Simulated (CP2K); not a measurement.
# Sb in CP2K: settings compared

One slab, Sb, is run at these levels: r2SCAN, r2SCAN+D3(BJ), r2SCAN+D4, r2SCAN+rVV10, r2SCAN+D3(BJ)+ATM; tasks: single point.

Program: CP2K 2026.2. These are calculated values, not measurements. Logs are shortened: lines on timing, memory, paths and dates and some standing lists are left out, and cuts for length are marked.

## (1) Starting point

The cell holds a slab with vacuum, 4 atoms: a = 3.160 Å, b = 3.160 Å, c = 24.480 Å, α = 90.00°, β = 90.00°, γ = 90.00°.

## (2) Single point, r2SCAN

Input file sb_scf.inp:

```
&GLOBAL
  PROJECT sb_scf
  RUN_TYPE ENERGY_FORCE
  PRINT_LEVEL LOW
&END GLOBAL
&FORCE_EVAL
  METHOD QS
  &DFT
    BASIS_SET_FILE_NAME BASIS_MOLOPT_UZH
    POTENTIAL_FILE_NAME POTENTIAL_UZH
    &MGRID
      CUTOFF 675
      REL_CUTOFF 60
      NGRIDS 4
    &END MGRID
    &QS
      METHOD GPW
      EPS_DEFAULT 1.0E-9
    &END QS
    &KPOINTS
      SCHEME MONKHORST-PACK 7 7 1
      GAMMA_CENTERED T
      SYMMETRY T
      SYMMETRY_BACKEND SPGLIB
    &END KPOINTS
    &SCF
      SCF_GUESS ATOMIC
      EPS_SCF 1.0E-6
      MAX_SCF 100
      ADDED_MOS 14
      CHOLESKY OFF
      EPS_EIGVAL 1.0E-7
      &DIAGONALIZATION ON
        ALGORITHM STANDARD
      &END DIAGONALIZATION
      &MIXING ON
        METHOD BROYDEN_MIXING
        ALPHA 0.2
        BETA 1.5
        NBUFFER 8
      &END MIXING
      &SMEAR ON
        METHOD FERMI_DIRAC
        ELECTRONIC_TEMPERATURE [K] 580.226
      &END SMEAR
    &END SCF
    &XC
      &XC_FUNCTIONAL
        &MGGA_X_R2SCAN
        &END MGGA_X_R2SCAN
        &MGGA_C_R2SCAN
        &END MGGA_C_R2SCAN
      &END XC_FUNCTIONAL
    &END XC
    &PRINT
      &KPOINTS ON
      &END KPOINTS
      &MULLIKEN ON
      &END MULLIKEN
      &MO ON
        ENERGIES T
        OCCUPATION_NUMBERS T
        &EACH
          QS_SCF 0
        &END EACH
        ADD_LAST NUMERIC
      &END MO
    &END PRINT
  &END DFT
  &SUBSYS
    &CELL
      A 3.1600000000 0.0000000000 0.0000000000
      B 0.0000000000 3.1600000000 0.0000000000
      C 0.0000000000 0.0000000000 24.4800000000
      PERIODIC XYZ
    &END CELL
    &COORD
      Sb  0.0000000000 0.0000000000 7.5000000000
      Sb  0.0000000000 0.0000000000 10.6600000000
      Sb  0.0000000000 0.0000000000 13.8200000000
      Sb  0.0000000000 0.0000000000 16.9800000000
    &END COORD
    &KIND Sb
      BASIS_SET TZVP-MOLOPT-SCAN-GTH-q5
      POTENTIAL GTH-SCAN-q5
    &END KIND
    &PRINT
      &ATOMIC_COORDINATES ON
      &END ATOMIC_COORDINATES
      &CELL ON
      &END CELL
      &SYMMETRY ON
      &END SYMMETRY
    &END PRINT
  &END SUBSYS
  &PRINT
    &FORCES ON
    &END FORCES
  &END PRINT
&END FORCE_EVAL
```

Potentials or basis: POTENTIAL_UZH Sb GTH-SCAN-q5; TZVP-MOLOPT-SCAN-GTH basis.

Run with:

```sh
> OMP_NUM_THREADS=1 mpirun -n 4 cp2k.psmp -i sb_scf.inp -o sb_scf.out
```

sb_scf.out:

```text

 CP2K| version string:                                       CP2K version 2026.2
 CP2K| Input file name                                                sb_scf.inp

 GLOBAL| Force Environment number                                              1
 GLOBAL| Basis set file name                                    BASIS_MOLOPT_UZH
 GLOBAL| Potential file name                                       POTENTIAL_UZH
 GLOBAL| MM Potential file name                                     MM_POTENTIAL
 GLOBAL| Coordinate file name                                      __STD_INPUT__
 GLOBAL| Method name                                                        CP2K
 GLOBAL| Project name                                                     sb_scf
 GLOBAL| Run type                                                   ENERGY_FORCE
 GLOBAL| FFT library                                                       FFTW3
 GLOBAL| Diagonalization library                                       ScaLAPACK
 GLOBAL| Cholesky decomposition library                                ScaLAPACK
 GLOBAL| DGEMM library                                                      BLAS
 GLOBAL| Direct generalized diagonalization requested                          F
 GLOBAL| Matrix multiplication library                                 ScaLAPACK
 GLOBAL| Global print level                                                  LOW
 GLOBAL| Total number of message passing processes                             4
 GLOBAL| Number of threads for this process                                    1
 GLOBAL| CPU model name           Intel(R) Xeon(R) Platinum 8259CL CPU @ 2.50GHz

 CELL| Volume [angstrom^3]:                                           244.447488
 CELL| Vector a [angstrom]:       3.160     0.000     0.000   |a| =     3.160000
 CELL| Vector b [angstrom]:       0.000     3.160     0.000   |b| =     3.160000
 CELL| Vector c [angstrom]:       0.000     0.000    24.480   |c| =    24.480000
 CELL| Angle (b,c), alpha [degree]:                                    90.000000
 CELL| Angle (a,c), beta  [degree]:                                    90.000000
 CELL| Angle (a,b), gamma [degree]:                                    90.000000
 CELL| Numerically orthorhombic:                                             YES
 CELL| Periodicity                                                           XYZ

 CELL_REF| Volume [angstrom^3]:                                       244.447488
 CELL_REF| Vector a [angstrom     3.160     0.000     0.000   |a| =     3.160000
 CELL_REF| Vector b [angstrom     0.000     3.160     0.000   |b| =     3.160000
 CELL_REF| Vector c [angstrom     0.000     0.000    24.480   |c| =    24.480000
 CELL_REF| Angle (b,c), alpha [degree]:                                90.000000
 CELL_REF| Angle (a,c), beta  [degree]:                                90.000000
 CELL_REF| Angle (a,b), gamma [degree]:                                90.000000
 CELL_REF| Numerically orthorhombic:                                         YES
 CELL_REF| Periodicity                                                       XYZ

[... 8 lines left out ...]
 TOTAL NUMBERS AND MAXIMUM NUMBERS

  Total number of            - Atomic kinds:                                   1
                             - Atoms:                                          4
                             - Shell sets:                                     4
                             - Shells:                                        28
                             - Primitive Cartesian functions:                 16
                             - Cartesian basis functions:                     72
                             - Spherical basis functions:                     68

  Maximum angular momentum of- Orbital basis functions:                        2
                             - Local part of the GTH pseudopotential:          0
                             - Non-local part of the GTH pseudopotential:      4

 MODULE QUICKSTEP: ATOMIC COORDINATES IN ANGSTROM

   Atom Kind Element         X             Y             Z       Z(eff)     Mass
      1    1 Sb   51      0.000000      0.000000      7.500000   5.0000 121.7600
      2    1 Sb   51      0.000000      0.000000     10.660000   5.0000 121.7600
      3    1 Sb   51      0.000000      0.000000     13.820000   5.0000 121.7600
      4    1 Sb   51      0.000000      0.000000     16.980000   5.0000 121.7600

 Crystal Symmetry Information
       International Symbol:                                              P4/mmm
       Point Group Symbol:                                                 4/mmm
       Schoenflies Symbol:                                                 D4h^1
       Number of Symmetry Operations:                                         16

 SCF PARAMETERS         Density guess:                                    ATOMIC
                        --------------------------------------------------------
                        max_scf:                                             100
                        max_scf_history:                                       0
                        max_diis:                                              4
[... 5 lines left out ...]
                        --------------------------------------------------------
                        level_shift [a.u.]:                             0.000000
                        added MOs                                        14    0
                        --------------------------------------------------------
                        Mixing method:                            BROYDEN_MIXING
[... 11 lines left out ...]
 *******************************************************************************
 BRILLOUIN| K-point scheme                                        Monkhorst-Pack
 BRILLOUIN| K-Point grid                                             7    7    1
 BRILLOUIN| Gamma-centered k-point mesh                                     ON
 BRILLOUIN| K-point symmetry accuracy                               0.100000E-05
 BRILLOUIN| K-Point point group symmetrization                                ON
 BRILLOUIN| Symmetry backend                                             SPGLIB
 BRILLOUIN| Symmetry reduction method                                    SPGLIB
 BRILLOUIN| Wavefunction type                                            COMPLEX
 BRILLOUIN| List of Kpoints [2 Pi/Bohr]                                       10
 BRILLOUIN| Number           Weight            X              Y              Z
 BRILLOUIN|     1           0.08163       -0.42857       -0.42857        0.00000
 BRILLOUIN|     2           0.16327       -0.42857       -0.28571        0.00000
 BRILLOUIN|     3           0.16327       -0.42857       -0.14286        0.00000
 BRILLOUIN|     4           0.08163       -0.42857        0.00000        0.00000
 BRILLOUIN|     5           0.08163       -0.28571       -0.28571        0.00000
 BRILLOUIN|     6           0.16327       -0.28571       -0.14286        0.00000
 BRILLOUIN|     7           0.08163       -0.28571        0.00000        0.00000
 BRILLOUIN|     8           0.08163       -0.14286       -0.14286        0.00000
 BRILLOUIN|     9           0.08163       -0.14286        0.00000        0.00000
 BRILLOUIN|    10           0.02041        0.00000        0.00000        0.00000
 *******************************************************************************

 Extrapolation method: initial_guess

 Number of electrons:                                                         20
 Number of occupied orbitals:                                                 10
 Number of molecular orbitals:                                                24

 Number of orbital functions:                                                 68
 Number of independent orbital functions:                                     68

 SCF WAVEFUNCTION OPTIMIZATION

  Step     Update method      Time    Convergence         Total energy    Change
  ------------------------------------------------------------------------------
     1 NoMix/Diag. 0.20E+00    0.9     0.65034402       -22.2655475816 -2.23E+01
     2 Broy./Diag. 0.20E+00    1.0     0.01028796       -22.4909773297 -2.25E-01
     3 Broy./Diag. 0.20E+00    1.0     0.03800779       -22.3057939080  1.85E-01
     4 Broy./Diag. 0.20E+00    1.1     0.00561525       -22.3010332852  4.76E-03
     5 Broy./Diag. 0.20E+00    0.9     0.01952621       -22.2577879088  4.32E-02
     6 Broy./Diag. 0.20E+00    0.9     0.00336763       -22.2485480506  9.24E-03
     7 Broy./Diag. 0.20E+00    0.9     0.00314888       -22.2279302234  2.06E-02
     8 Broy./Diag. 0.20E+00    1.0     0.00037459       -22.2250830090  2.85E-03
     9 Broy./Diag. 0.20E+00    1.2     0.00056032       -22.2251935347 -1.11E-04
    10 Broy./Diag. 0.20E+00    1.0     0.00007133       -22.2258114069 -6.18E-04
    11 Broy./Diag. 0.20E+00    1.0     0.00046098       -22.2265703466 -7.59E-04
[... 7 lines left out ...]
    19 Broy./Diag. 0.20E+00    1.3     0.00002659       -22.2274395170  4.78E-05
    20 Broy./Diag. 0.20E+00    1.0     0.00001140       -22.2273621664  7.74E-05
    21 Broy./Diag. 0.20E+00    1.0     0.00000802       -22.2273407659  2.14E-05
    22 Broy./Diag. 0.20E+00    1.0     0.00000830       -22.2273669974 -2.62E-05
    23 Broy./Diag. 0.20E+00    1.0     0.00000424       -22.2273824068 -1.54E-05
    24 Broy./Diag. 0.20E+00    1.0     0.00000483       -22.2273874868 -5.08E-06
    25 Broy./Diag. 0.20E+00    1.0     0.00000216       -22.2273951261 -7.64E-06
    26 Broy./Diag. 0.20E+00    1.0     0.00000181       -22.2273984456 -3.32E-06
    27 Broy./Diag. 0.20E+00    1.0     0.00000107       -22.2273981225  3.23E-07
    28 Broy./Diag. 0.20E+00    1.0     0.00000072       -22.2273971402  9.82E-07

  *** SCF run converged in    28 steps ***

  Electronic density on regular grids:        -20.0000000063       -0.0000000063
  Core density on regular grids:               19.9999999332       -0.0000000668
  Total charge density on r-space grids:       -0.0000000731
  Total charge density g-space grids:          -0.0000000731

  Overlap energy of the core charge distribution:               0.00000000003039
  Self energy of the core charge distribution:                -48.01769510575006
  Core Hamiltonian energy:                                      9.64098545582973
  Hartree energy:                                              21.63199663131884
  Exchange-correlation energy:                                 -5.48234599486730
  Electronic entropic energy:                                  -0.00033812548436
  Fermi energy:                                                -0.00208556667472

  Total energy:                                               -22.22739714021996
  Total energy (extrapolated to T->0):                        -22.22722807747778

 MO| EIGENVALUES AND OCCUPATION NUMBERS FOR K POINT 1
 MO|
 MO|  Index      Eigenvalue [a.u.]        Eigenvalue [eV]             Occupation
 MO|      1              -0.286731              -7.802339               2.000000
 MO|      2              -0.266914              -7.263090               2.000000
 MO|      3              -0.237858              -6.472448               2.000000
 MO|      4              -0.207844              -5.655710               2.000000
 MO|      5              -0.109599              -2.982344               2.000000
 MO|      6              -0.103730              -2.822646               2.000000
[... 136 lines left out ...]
 MO|     23               0.375351              10.213811               0.000000
 MO|     24               0.389197              10.590590               0.000000
 MO| Sum:                                                              23.493118
 MO| E(Fermi):           -0.002086 a.u.         -0.056751 eV

 !-----------------------------------------------------------------------------!
                     Mulliken Population Analysis

 #  Atom  Element  Kind  Atomic population                           Net charge
       1     Sb       1          4.977879                              0.022121
       2     Sb       1          5.022119                             -0.022119
       3     Sb       1          5.022120                             -0.022120
       4     Sb       1          4.977882                              0.022118
 # Total charge                             20.000000                  0.000000

 !-----------------------------------------------------------------------------!

 ENERGY| Total FORCE_EVAL ( QS ) energy [hartree]            -22.227396803635994

 FORCES| Atomic forces [hartree/bohr]
 FORCES|   Atom     x               y               z               |f|
 FORCES|      1 -2.77527114E-10 -2.82452384E-10  1.33521840E-02   1.33521840E-02
 FORCES|      2 -3.00563065E-10 -2.95449733E-10 -1.17848541E-02   1.17848541E-02
 FORCES|      3 -2.97667844E-10 -2.93001904E-10  1.17848251E-02   1.17848251E-02
 FORCES|      4 -2.74707588E-10 -2.79574977E-10 -1.33521550E-02   1.33521550E-02
 FORCES| Sum    -1.15046561E-09 -1.15047900E-09  2.86849017E-11
 FORCES| Total atomic force                                       1.62726638E-09
```

It took 32 s on 4 MPI ranks of Intel Xeon Platinum 8259CL at 2.50GHz (Skylake/Cascade Lake), shared host.

What came out:

```yaml
Free_energy: -604.8382 eV
Largest_force: 0.687 eV/Å
Band_gap_on_the_k_mesh: none (metal or under the smearing width)
```

Forces on the atoms (eV/Å):
```
Sb   0.000  0.000  0.687
Sb   0.000  0.000 -0.606
Sb   0.000  0.000  0.606
Sb   0.000  0.000 -0.687
```

Caveat: meta-GGAs are noisy in the vacuum on a uniform grid, which can shift empty levels and the work function; the basis of atomic orbitals isn't converged, which shifts pressures, moduli and gaps. The run has no spin-orbit coupling, so splittings on Sb are missing.

## (3) Single point, r2SCAN+D3(BJ)

Changes to sb_scf.inp since step 2:

```diff
@@ -53,2 +53,12 @@
       &END XC_FUNCTIONAL
+      &VDW_POTENTIAL
+        POTENTIAL_TYPE PAIR_POTENTIAL
+        &PAIR_POTENTIAL
+          TYPE DFTD3(BJ)
+          REFERENCE_FUNCTIONAL r2SCAN
+          PARAMETER_FILE_NAME dftd3.dat
+          R_CUTOFF 20
+          D3_REFERENCE_CODE T
+        &END PAIR_POTENTIAL
+      &END VDW_POTENTIAL
     &END XC
```

Potentials or basis: POTENTIAL_UZH Sb GTH-SCAN-q5; TZVP-MOLOPT-SCAN-GTH basis.

Run with:

```sh
> OMP_NUM_THREADS=1 mpirun -n 4 cp2k.psmp -i sb_scf.inp -o sb_scf.out
```

It took 31 s on 4 MPI ranks of Intel Xeon Platinum 8259CL at 2.50GHz (Skylake/Cascade Lake), shared host.

Results (log left out):

- Free energy: -605.4908 eV
- Largest force: 0.728 eV/Å
- Band gap on the k mesh: none (metal or under the smearing width)

Forces in eV/Å, atoms in the order of the input:
```
Sb   0.000  0.000  0.728
Sb   0.000  0.000 -0.590
Sb   0.000  0.000  0.590
Sb   0.000  0.000 -0.728
```

Caveat: meta-GGAs are noisy in the vacuum on a uniform grid, which can shift empty levels and the work function; the basis of atomic orbitals isn't converged, which shifts pressures, moduli and gaps. Spin-orbit coupling is left out, which matters for the levels of Sb.

[end of part 1 of 2]
